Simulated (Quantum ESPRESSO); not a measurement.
NbCu in Quantum ESPRESSO: the effect of functional

NbCu:

```
CELL_PARAMETERS angstrom
0.00000 2.56221 2.56221
2.56221 0.00000 2.56221
2.56221 2.56221 0.00000
ATOMIC_POSITIONS crystal
Nb 0.00000 0.00000 0.00000
Cu 0.50000 0.50000 0.50000
```

The cell was built by a generator and needn't be a form met in nature.

Alike in all runs:

- Program: Quantum ESPRESSO 7.5
- Task: phonons
- Cutoff: 762 eV
- Density cutoff: 6095 eV
- k mesh: 9 × 9 × 9
- Occupations: cold, width 0.2 eV
- Spin: no spin polarisation

Each run relaxes the cell or the atoms first.

Task: One run gave: relaxed volume 16.77 Å³/atom; highest phonon frequency 191 cm⁻¹. Which functional did it use?
A. BLYP
B. PBEsol
C. PW91
D. revPBE
E. LDA

Result: C.

```csv
functional,potentials or basis,relaxed volume (Å³/atom),highest phonon frequency (cm⁻¹)
LDA,GBRV 1.5 LDA,15.75,207
PBEsol,GBRV 1.5 PBEsol,16.15,204
PW91,GBRV 1.5 PBE,16.77,191
revPBE,GBRV 1.5 PBE,17.05,190
BLYP,GBRV 1.5 PBE,17.53,178
vdW-DF-cx,GBRV 1.5 PBE,16.19,205
```

Caveats: the potentials were made for another functional, which shifts forces and pressure (some runs); before the sum rule the acoustic modes lie tens of cm⁻¹ from zero, a sign that the density grid also shifts the optical modes (some runs).

Runs at the PBE level aren't shown here.
